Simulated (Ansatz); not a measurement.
# AsFH3Si+ (SMILES F[SiH+][AsH2]): functionals against CCSD(T) at one geometry

One table from this session's results is given with a row withheld; the runs are named, their logs left out.

The runs use Ansatz 0.2.0, Gaussian basis; single points in def2-TZVPP.

Cores are frozen in the correlated methods. Filled d shells of the heavier atoms are correlated.

## The starting structure

SMILES `F[SiH+][AsH2]`, 6 atoms, charge 1, spin multiplicity 1.

Atoms are counted from 1 here; the program's logs count them from 0.

Bond lengths: F1–Si2 1.546 Å, Si2–As3 2.368 Å, Si2–H4 1.443 Å, As3–H5 1.511 Å, As3–H6 1.492 Å. Angles: F1–Si2–As3 112.0°, F1–Si2–H4 104.3°, As3–Si2–H4 143.2°, Si2–As3–H5 90.8°, Si2–As3–H6 88.9°, H5–As3–H6 88.2°.

As a file:

```xyz
6
AsFH3Si
F    -1.5171   -1.1121    0.7772
Si   -0.1540   -0.8885    0.0832
As    0.7176    1.2700    0.5181
H     0.1774   -2.1776   -0.4729
H    -0.4915    1.9106   -0.1230
H     1.3621    1.2500   -0.8276
```

The first run:

run/in.yaml

```yaml
crystal:
  periodic: [false, false, false]
  atoms:
    - {symbol: F, position_ang: [-1.517100, -1.112100, 0.777200]}
    - {symbol: Si, position_ang: [-0.154000, -0.888500, 0.083200]}
    - {symbol: As, position_ang: [0.717600, 1.270000, 0.518100]}
    - {symbol: H, position_ang: [0.177400, -2.177600, -0.472900]}
    - {symbol: H, position_ang: [-0.491500, 1.910600, -0.123000]}
    - {symbol: H, position_ang: [1.362100, 1.250000, -0.827600]}
basis:
  gaussian: {orbitals: def2-TZVPP}
total_charge: 1
correlation: {method: ccsd_t}
output: {forces: true}
```

No record of the launch command was kept for these runs.

Among the steps run: CCSD(T)/def2-TZVPP; PBE0-D4/def2-TZVPP; wB97M-V/def2-TZVPP; r2SCAN-D4/def2-TZVPP; PBE-D4/def2-TZVPP; B97M-V/def2-TZVPP; HSE06-D4/def2-TZVPP.

One of the session's tables, all rows but one given; the rest of the session is left out.

```
   method  RMS force component (eV/Å)  angle to CCSD(T) forces (°)
  CCSD(T)                       0.397                    reference
  PBE0-D4                           ?                            ?
  wB97M-V                       0.381                          7.9
r2SCAN-D4                       0.456                          7.2
   PBE-D4                       0.600                         27.9
   B97M-V                       0.397                         13.4
 HSE06-D4                       0.448                          9.2
```

Q: Estimate the row for PBE0-D4 from the others.

**Answer.** RMS force component (eV/Å): 0.447; angle to CCSD(T) forces (°): 9.1. In the column «RMS force component (eV/Å)» it lies between B97M-V (0.397) and HSE06-D4 (0.448).
